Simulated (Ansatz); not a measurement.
# MgB2: phonons and Grüneisen parameters

Aim: phonons by finite displacements on a 2×2×2 mesh of wavevectors, at three volumes, and the mode Grüneisen parameters. Runs: reference run (LAPW); volume scaled by 0.980 (LAPW); volume scaled by 1.020 (LAPW); mode Grüneisen parameters (LAPW). Companion runs by PAW are cited.

Method: DFT PBEsol, all-electron LAPW, scalar-relativistic unless said, in Ansatz 0.2.0.

1 further run of the same task is left out (it didn't finish).

### 1 The starting structure

Symmetry: P6/mmm, No. 191, hexagonal system. The conventional cell has a = 3.068 Å, b = 3.068 Å, c = 3.488 Å, α = 90.00°, β = 90.00°, γ = 120.00°. Mg (site symmetry 6/mmm) has 12 B at 2.49 Å as nearest neighbours. B (site symmetry -6m2) is surrounded by 3 B at 1.77 Å and 6 Mg at 2.49 Å.

As a file:

```
CELL_PARAMETERS angstrom
3.06766 0.00000 0.00000
-1.53383 2.65667 0.00000
0.00000 0.00000 3.48802
ATOMIC_POSITIONS crystal
Mg 0.00000 0.00000 0.00000
B 0.33333 0.66667 0.50000
B 0.66667 0.33333 0.50000
```

Cartesian axes are those of the input's lattice vectors. The structure goes back to a database entry.

### 2 Reference run, LAPW

The input, input.yaml:

```yaml
crystal:
  lattice:
    - [3.06765737778, 0.0, 0.0]
    - [-1.53382868889, 2.65666921926, 0.0]
    - [0.0, 0.0, 3.48801734831]
  atoms:
    - { symbol: Mg, position: [0.0, 0.0, 0.0] }
    - { symbol: B, position: [0.333333333333, 0.666666666667, 0.5] }
    - { symbol: B, position: [0.666666666667, 0.333333333333, 0.5] }
kpoints:
  mp_grid: { grid: [10, 10, 8] }
scf:
  occupations: { method: fermi_dirac, width: 0.1 }
hamiltonian:
  xc: pbesol
  pseudopotentials: { kind: all_electron, lapw: { basis_error: 0.001 } }
phonons:
  qmesh: [2, 2, 2]
  qpath:
    path:
      - [0.0, 0.0, 0.0]
      - [0.5, 0.0, 0.0]
      - [0.3333333333, 0.3333333333, 0.0]
      - [0.0, 0.0, 0.0]
      - [0.0, 0.0, 0.5]
      - [0.5, 0.0, 0.5]
      - [0.3333333333, 0.3333333333, 0.5]
      - [0.0, 0.0, 0.5]
      - [0.5, 0.0, 0.5]
    npoints: 6
  temperatures: { t_min: 0, t_max: 1000, t_step: 100 }
```

Command:

```console
$ ansatz run input.yaml --threads 2 --pin off --max-ram 6144MiB --backend cpu --events-out ev --progress --plain --runs-dir out
```

### 3 Volume scaled by 0.980, LAPW

input.yaml, as its differences from that of step 2:

```diff
@@ -2,5 +2,5 @@
   lattice:
-    - [3.06765737778, 0.0, 0.0]
-    - [-1.53382868889, 2.65666921926, 0.0]
-    - [0.0, 0.0, 3.48801734831]
+    - [3.04706845287, 0.0, 0.0]
+    - [-1.52353422644, 2.63883868726, 0.0]
+    - [0.0, 0.0, 3.46460713054]
   atoms:
```

### 4 Volume scaled by 1.020, LAPW

input.yaml, as its differences from that of step 3:

```diff
@@ -2,5 +2,5 @@
   lattice:
-    - [3.04706845287, 0.0, 0.0]
-    - [-1.52353422644, 2.63883868726, 0.0]
-    - [0.0, 0.0, 3.46460713054]
+    - [3.08797358162, 0.0, 0.0]
+    - [-1.54398679081, 2.6742635679, 0.0]
+    - [0.0, 0.0, 3.51111747415]
   atoms:
```

(Steps that only read results are left out.)

What does the calculation give? Wanted: highest mode on the mesh, without the LO shift; optical modes at Γ.

As calculated:

| quantity | value |
| --- | --- |
| highest mode on the mesh, without the LO shift (LAPW) | 762 cm⁻¹ |
| optical modes at Γ | 342 (E1u), 408 (A2u), 516 (E2g), 697 (B1g) cm⁻¹ |
| mean Grüneisen parameter at 300 K (LAPW) | 1.34 |

What this shows: No mode on the mesh is unstable; the highest lies at 762 cm⁻¹ by LAPW. Weighted by heat capacity at 300 K the mean Grüneisen parameter of the sampled modes is 1.34, which points to expansion on heating. PAW differs from LAPW by at most 0.5 cm⁻¹. Each set of modes is computed in the harmonic approximation. Cautions: responses of metals move with mesh and smearing.
